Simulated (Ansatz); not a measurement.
**GaCl2O radical: basis-set convergence**

Aim: see how fast density functionals converge with the basis set for GaCl2O radical.

Program: Ansatz 0.2.0, Gaussian basis. Level of theory: one geometry, several basis sets. These are calculated values, not measurements.

The runs, in order: PBE0-D4/def2-SVP; ωB97M-V/def2-SVP; PBE0-D4/def2-QZVPP; ωB97M-V/def2-QZVPP; the functionals' def2-TZVPP values are taken from earlier runs.

## Step 1: The relaxed structure

All runs share one geometry, relaxed beforehand with PBE0-D4 in a triple-zeta def2 set.

SMILES `[O][Ga]([Cl])[Cl]`, 4 atoms, charge 0, spin multiplicity 2.

Atoms are counted from 1 here; the program's logs count them from 0.

Bond lengths: O1–Ga2 1.794 Å, Ga2–Cl3 2.110 Å, Ga2–Cl4 2.110 Å. Angles: O1–Ga2–Cl3 118.5°, O1–Ga2–Cl4 118.5°, Cl3–Ga2–Cl4 123.0°.

## Step 2: PBE0-D4 in def2-SVP

The input, in.yaml:

```yaml
crystal:
  periodic: [false, false, false]
  atoms:
    - {symbol: O, position_ang: [0.746266, 1.055740, 1.312082]}
    - {symbol: Ga, position_ang: [0.035786, 0.016890, 0.034214]}
    - {symbol: Cl, position_ang: [0.760358, -1.952878, -0.180882]}
    - {symbol: Cl, position_ang: [-1.486810, 0.819847, -1.185714]}
basis:
  gaussian: {orbitals: def2-SVP}
magnetization: {spin_polarized: true, initial_magnetization: 1}
hamiltonian: {xc: pbe0, dispersion: d4}
output: {orbitals: {seedname: orbitals}}
```

Further steps of the session: ωB97M-V in def2-SVP; PBE0-D4 in def2-QZVPP; ωB97M-V in def2-QZVPP.

**Question.** What will the summary of the whole plan be? Wanted: PBE0-D4: double and triple zeta above quadruple; ωB97M-V: double and triple zeta above quadruple.

**Answer**, as computed:

| quantity | value |
| --- | --- |
| PBE0-D4: double and triple zeta above quadruple | 19.95, 2.03 eV |
| ωB97M-V: double and triple zeta above quadruple | 19.76, 1.94 eV |

What this shows: PBE0-D4 gains 17.92 eV from double to triple zeta, then 2.03 eV more. Total energies overstate the basis error of differences, where much of it tends to cancel.
